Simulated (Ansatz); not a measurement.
# C2H3BFN (SMILES FB1C=NC1) at PBE0/def2-SVP

Aim: the vertical singlet–triplet gap of C2H3BFN at PBE0/def2-SVP, from 2 runs. 

The calculation is run with Ansatz 0.2.0.

122 further runs of the same task are left out: 122 set aside as unsound or not needed.

## Step 1: Starting point

C2H3BFN: 8 atoms, total charge 0, spin state singlet. SMILES: `FB1C=NC1`. The shape is that of a PBE0-D4/def2-TZVP optimisation.

Bond lengths: F1–B2 1.312 Å, B2–C3 1.553 Å, C3–N4 1.291 Å, B2–C5 1.580 Å, N4–C5 1.510 Å, C3–H6 1.087 Å, C5–H7 1.093 Å, C5–H8 1.090 Å. Some angles: F1–B2–C3 135.6°, F1–B2–C5 135.3°, C3–B2–C5 86.1°, B2–C3–N4 90.7°, C3–N4–C5 99.2°, B2–C5–N4 82.2°, B2–C3–H6 145.8°, N4–C3–H6 122.6°, B2–C5–H7 120.5°, B2–C5–H8 118.9°.

## Step 2: A single-point energy at PBE0/def2-SVP

Input file in.yaml:

```yaml
crystal:
  periodic: [false, false, false]
  atoms:
    - symbol: F
      position_ang: [0.213200, -1.007300, 1.918400]
    - symbol: B
      position_ang: [-0.024100, -0.304800, 0.836200]
    - symbol: C
      position_ang: [0.319000, 1.128500, 0.345800]
    - symbol: N
      position_ang: [0.303900, 0.728600, -0.881200]
    - symbol: C
      position_ang: [-0.301700, -0.640600, -0.682300]
    - symbol: H
      position_ang: [0.656500, 2.120900, 0.633900]
    - symbol: H
      position_ang: [0.257100, -1.432700, -1.186200]
    - symbol: H
      position_ang: [-1.331600, -0.649700, -1.040300]
basis:
  gaussian: {orbitals: def2-SVP}
total_charge: 0
hamiltonian: {xc: {name: PBE0}}
accuracy: high
output: {orbitals: {seedname: orbitals}}
```

Run with:

```
$ ansatz run in.yaml --threads 1 --pin off --max-ram 3480MiB --events-out events.jsonl --progress --plain --runs-dir runs
```

Output:

```text
Warning: RAYON_NUM_THREADS=1 ignored (pool sized by the plan → 1); use --threads N
Functional definition: PBE0
  name "PBE0"
  parameter a = 0.25
  parameter kappa = 0.804
  parameter beta = 0.06672455060314922
  exchange = (1 - a)*pbe_x(kappa = kappa, mu = beta*pi^2/3) + a*exact_x
  correlation = pbe_c(beta = beta)
2019 factors; integrals over basis functions are off by at most 3.4e-9 eV
mean field evaluation 1: about -6988.5324 eV, gradient 4.1e1 eV
mean field evaluation 2: about -6987.4717 eV, gradient 4.7e1 eV
mean field evaluation 4: about -6992.4599 eV, gradient 2.1e0 eV
mean field evaluation 8: about -6992.6935 eV, gradient 1.5e-1 eV
mean field evaluation 16: about -6992.6936 eV, gradient 1.1e-4 eV
mean field -6992.69355766 eV, -256.9767484260 hartree, gradient 7.5e-9 eV, S^2 0.000000; 0 other end points of the search recorded, 0 dependent functions left out
reference -6992.69355985 eV, -256.9767485066 hartree; 18, 18 occupied and 67, 67 virtual orbitals, 2019 factors
Total energy: -6992.69355985 eV, -256.9767485066 hartree
```

It took 6 s on 1 thread of Arm Neoverse V2, shared host; peak memory 0.27 GiB.

## Step 3: The triplet, same level

Input file molecule.yaml:

```yaml
crystal:
  periodic: [false, false, false]
  atoms:
    - {symbol: F, position_ang: [0.213200, -1.007300, 1.918400]}
    - {symbol: B, position_ang: [-0.024100, -0.304800, 0.836200]}
    - {symbol: C, position_ang: [0.319000, 1.128500, 0.345800]}
    - {symbol: N, position_ang: [0.303900, 0.728600, -0.881200]}
    - {symbol: C, position_ang: [-0.301700, -0.640600, -0.682300]}
    - {symbol: H, position_ang: [0.656500, 2.120900, 0.633900]}
    - {symbol: H, position_ang: [0.257100, -1.432700, -1.186200]}
    - {symbol: H, position_ang: [-1.331600, -0.649700, -1.040300]}
basis:
  gaussian: {orbitals: def2-SVP}
magnetization: {spin_polarized: true, initial_magnetization: 2}
hamiltonian: {xc: pbe0}
accuracy: high
output: {orbitals: {seedname: orbitals}}
```

Run with:

```
$ ansatz run molecule.yaml --threads 1 --pin off --max-ram 3480MiB --events-out events.jsonl --progress --plain --runs-dir runs
```

Output (excerpt; [...] marks lines left out):

```text
Warning: RAYON_NUM_THREADS=1 ignored (pool sized by the plan → 1); use --threads N
[... 7 set-up lines as earlier in the session ...]
2019 factors; integrals over basis functions are off by at most 3.4e-9 eV
mean field evaluation 1: about -6985.7441 eV, gradient 2.9e1 eV
mean field evaluation 2: about -6985.7277 eV, gradient 2.9e1 eV
mean field evaluation 4: about -6989.5701 eV, gradient 1.6e0 eV
mean field evaluation 8: about -6989.8175 eV, gradient 3.0e-1 eV
mean field evaluation 16: about -6989.8179 eV, gradient 9.7e-4 eV
mean field evaluation 32: about -6989.8179 eV, gradient 3.4e-7 eV
mean field -6989.81794797 eV, -256.8710717190 hartree, gradient 8.3e-8 eV, S^2 2.006579; 2 other end points of the search recorded, 0 dependent functions left out
reference -6989.81795017 eV, -256.8710717999 hartree; 19, 17 occupied and 66, 68 virtual orbitals, 2019 factors
Total energy: -6989.81795017 eV, -256.8710717999 hartree
```

Run time: 13 s. Hardware: 1 thread of Arm Neoverse V2, shared host; peak memory 0.38 GiB.

## Step 4: Summary of results

At PBE0/def2-SVP:

| quantity | value |
| --- | --- |
| singlet: total energy | -256.97675 Eh |
| singlet: HOMO energy | -7.49 eV |
| singlet: LUMO energy | -1.67 eV |
| singlet: HOMO–LUMO gap | 5.82 eV |
| triplet: total energy | -256.87107 Eh |
| triplet: HOMO energy (highest over α and β) | -4.54 eV |
| triplet: LUMO energy (lowest over α and β) | -4.48 eV |
| triplet: ⟨S²⟩ | 2.007 |
| vertical energy of the triplet above the singlet | 2.876 eV |

**Reading.** At this shape the triplet lies 2.88 eV (277 kJ/mol) above the singlet.
